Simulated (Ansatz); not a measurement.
# H₇NOSiSn: up Jacob's ladder to CCSD(T)

One table from this session's results is given with a row withheld; the runs are named, their logs left out.

Method: functionals in def2-TZVPP, the program's frozen cores in correlated methods; program: Ansatz 0.2.0, Gaussian basis.

Levels to be run: PBE-D4, r2SCAN-D4, PBE0-D4, B3LYP-D4, ωB97X-V, ωB97M-V, B2PLYP; CCSD(T)/def2-TZVPP; MP2/def2-QZVPP; extrapolation to the limit.

### The geometry

An earlier PBE0-D4 in a triple-zeta def2 set relaxation fixed the geometry. Sn takes the def2 core potential; no spin-orbit term is included.

SMILES `[OH][SnH2][NH][SiH3]`, 11 atoms, charge 0, spin multiplicity 1.

Atoms are counted from 1 here; the program's logs count them from 0.

Bond lengths: O1–Sn2 1.967 Å, O1–H5 0.960 Å, Sn2–N3 2.016 Å, Sn2–H6 1.698 Å, Sn2–H7 1.702 Å, N3–Si4 1.717 Å, N3–H8 1.010 Å, Si4–H9 1.490 Å, Si4–H10 1.491 Å, Si4–H11 1.488 Å. Angles: Sn2–O1–H5 113.2°, O1–Sn2–N3 108.6°, O1–Sn2–H6 102.6°, O1–Sn2–H7 110.4°, N3–Sn2–H6 110.5°, N3–Sn2–H7 106.5°, H6–Sn2–H7 118.0°, Sn2–N3–Si4 128.0°, Sn2–N3–H8 114.4°, Si4–N3–H8 117.3°, N3–Si4–H9 112.7°, N3–Si4–H10 113.1°, N3–Si4–H11 106.7°, H9–Si4–H10 106.9°, H9–Si4–H11 108.9°, H10–Si4–H11 108.5°.

The first run:

Input file in.yaml:

```yaml
crystal:
  periodic: [false, false, false]
  atoms:
    - {symbol: O, position_ang: [-2.133312, 1.596762, 0.560982]}
    - {symbol: Sn, position_ang: [-0.319087, 1.495036, -0.191242]}
    - {symbol: N, position_ang: [0.045502, -0.412615, -0.733123]}
    - {symbol: Si, position_ang: [0.980328, -1.588440, 0.098097]}
    - {symbol: H, position_ang: [-2.275565, 0.987130, 1.288675]}
    - {symbol: H, position_ang: [-0.431190, 2.490802, -1.561483]}
    - {symbol: H, position_ang: [0.838161, 1.891410, 0.992723]}
    - {symbol: H, position_ang: [-0.465423, -0.719285, -1.548706]}
    - {symbol: H, position_ang: [2.061656, -2.166027, -0.749295]}
    - {symbol: H, position_ang: [0.166997, -2.732898, 0.600894]}
    - {symbol: H, position_ang: [1.597533, -0.898877, 1.263078]}
basis:
  gaussian: {orbitals: def2-TZVPP}
hamiltonian: {xc: pbe, dispersion: d4}
output: {forces: true, orbitals: {seedname: orbitals}}
```

The run is started by

```bash
> ansatz run in.yaml --threads 4 --pin off --events-out ev --progress --plain --max-ram 10444MiB
```

Steps of the session up to this table: PBE-D4 (GGA); r2SCAN-D4 (meta-GGA); PBE0-D4 (hybrid); B3LYP-D4 (hybrid); ωB97X-V (range-separated); ωB97M-V (range-separated); B2PLYP (double hybrid); CCSD(T) in def2-TZVPP; MP2 in def2-QZVPP.

One table of the session follows, with a row left open; its other results are not shown here.

| method | atomisation energy (kJ/mol) |
| --- | --- |
| PBE-D4 | 3302.9 |
| r2SCAN-D4 | ? |
| PBE0-D4 | 3247.4 |
| B3LYP-D4 | 3299.1 |
| ωB97X-V | 3338.5 |
| ωB97M-V | 3312.3 |
| B2PLYP | 3258.1 |
| HF/def2-TZVPP | 2278.8 |
| MP2/def2-TZVPP | 3228.3 |
| CCSD/def2-TZVPP | 3179.7 |
| CCSD(T)/def2-TZVPP | 3228.2 |
| MP2/CBS | 3340.3 |
| CCSD(T)/CBS | 3340.1 |

Estimate the missing values for r2SCAN-D4.

The run gave: atomisation energy (kJ/mol): 3284.7. In the column «atomisation energy (kJ/mol)» it lies between B2PLYP (3258.1) and B3LYP-D4 (3299.1).
